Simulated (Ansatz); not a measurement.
# CF₆Ge: how energies converge with the basis set

The task here is to estimate one member of a computed series from the others.

Program: Ansatz 0.2.0, Gaussian basis. Level of theory: one geometry, several basis sets. These are calculated values, not measurements.

Levels to be run: PBE0-D4/def2-SVP; ωB97M-V/def2-SVP; PBE0-D4/def2-QZVPP; ωB97M-V/def2-QZVPP; the functionals' def2-TZVPP values are taken from earlier runs.

## Structure used throughout

The geometry comes from an earlier relaxation with PBE0-D4 in a triple-zeta def2 set; it is a stationary point, not always the lowest conformer.

8 atoms, charge 0, spin multiplicity 1.

Atoms are counted from 1 here; the program's logs count them from 0.

Bond lengths: F1–C2 1.331 Å, C2–F3 1.331 Å, C2–F4 1.331 Å, C2–Ge5 2.002 Å, Ge5–F6 1.703 Å, Ge5–F7 1.703 Å, Ge5–F8 1.703 Å. Angles: F1–C2–F3 108.4°, F1–C2–F4 108.4°, F1–C2–Ge5 110.5°, F3–C2–F4 108.4°, F3–C2–Ge5 110.5°, F4–C2–Ge5 110.5°, C2–Ge5–F6 111.1°, C2–Ge5–F7 111.1°, C2–Ge5–F8 111.1°, F6–Ge5–F7 107.8°, F6–Ge5–F8 107.8°, F7–Ge5–F8 107.8°.

The first run:

The input, in.yaml:

```yaml
crystal:
  periodic: [false, false, false]
  atoms:
    - {symbol: F, position_ang: [0.801611, -1.034563, 1.473689]}
    - {symbol: C, position_ang: [0.793369, -0.689494, 0.187952]}
    - {symbol: F, position_ang: [0.642848, -1.792255, -0.542498]}
    - {symbol: F, position_ang: [1.971700, -0.145834, -0.109141]}
    - {symbol: Ge, position_ang: [-0.688884, 0.604145, -0.181569]}
    - {symbol: F, position_ang: [-0.511777, 2.020685, 0.746105]}
    - {symbol: F, position_ang: [-0.712569, 1.056632, -1.822678]}
    - {symbol: F, position_ang: [-2.203999, -0.076415, 0.192339]}
basis:
  gaussian: {orbitals: def2-SVP}
hamiltonian: {xc: pbe0, dispersion: d4}
output: {orbitals: {seedname: orbitals}}
```

Command:

```bash
$ ansatz run in.yaml --threads 4 --pin off --events-out ev --progress --plain --max-ram 11315MiB
```

Steps of the session up to this table: PBE0-D4 in def2-SVP; ωB97M-V in def2-SVP; PBE0-D4 in def2-QZVPP; ωB97M-V in def2-QZVPP.

One of the session's tables, all rows but one given; the rest of the session is left out.

It belongs to the step «Functionals by basis». 

```
functional       basis  HOMO (eV)
   PBE0-D4    def2-SVP          ?
   PBE0-D4  def2-TZVPP     -10.71
   PBE0-D4  def2-QZVPP     -10.77
   ωB97M-V    def2-SVP     -12.87
   ωB97M-V  def2-TZVPP     -12.99
   ωB97M-V  def2-QZVPP     -13.05
```

Estimate the missing values for PBE0-D4, def2-SVP.

The run gave: HOMO (eV): -10.62. In the column «HOMO (eV)» it is the highest.
